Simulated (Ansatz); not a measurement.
# ClGaH3N: the cost of one run

Program: Ansatz 0.2.0. Level of theory: RKS B3LYP-D4/def2-SVP. These are calculated values, not measurements.

### 1 The structure to begin with

Bond lengths: Ga1–H2 1.570 Å, Ga1–Cl3 2.240 Å, Ga1–N4 1.930 Å, N4–H5 1.060 Å, N4–H6 1.060 Å. Angles: H2–Ga1–Cl3 120.0°, H2–Ga1–N4 120.0°, Cl3–Ga1–N4 120.0°, Ga1–N4–H5 120.0°, Ga1–N4–H6 120.0°, H5–N4–H6 120.0°.

As a file:

```xyz
6

Ga    0.0000    0.0000    0.0000
H     0.0000    0.0000    1.5700
Cl    1.9398    0.0000   -1.1200
N    -1.6714    0.0000   -0.9650
H    -2.3403   -0.8164   -0.8664
H    -1.9204    0.8164   -1.5936
```

### 2 Preparing the start

File input.yaml:

```yaml
crystal:
  periodic: [false, false, false]
  atoms:
    - { symbol: Ga, position_ang: [0.0, 0.0, 0.0] }
    - { symbol: H, position_ang: [0.0, 0.0, 1.57] }
    - { symbol: Cl, position_ang: [1.9398, 0.0, -1.12] }
    - { symbol: "N", position_ang: [-1.6714, 0.0, -0.965] }
    - { symbol: H, position_ang: [-2.3403, -0.8164, -0.8664] }
    - { symbol: H, position_ang: [-1.9204, 0.8164, -1.5936] }
basis:
  gaussian: { orbitals: def2-SVP }
hamiltonian:
  xc: b3lyp
  dispersion: d4
relax:
  f_tol: 0.02
  max_steps: 40
output:
  orbitals: {}
```

On the command line:

```console
$ ansatz run input.yaml --threads 1 --pin off --max-ram 2048MiB --backend cpu --events-out ev --progress --plain --runs-dir out
```

What time and memory should one allow on 1 thread of Arm Neoverse V2, shared host?

About 25 s, with a peak of 0.16 GiB.
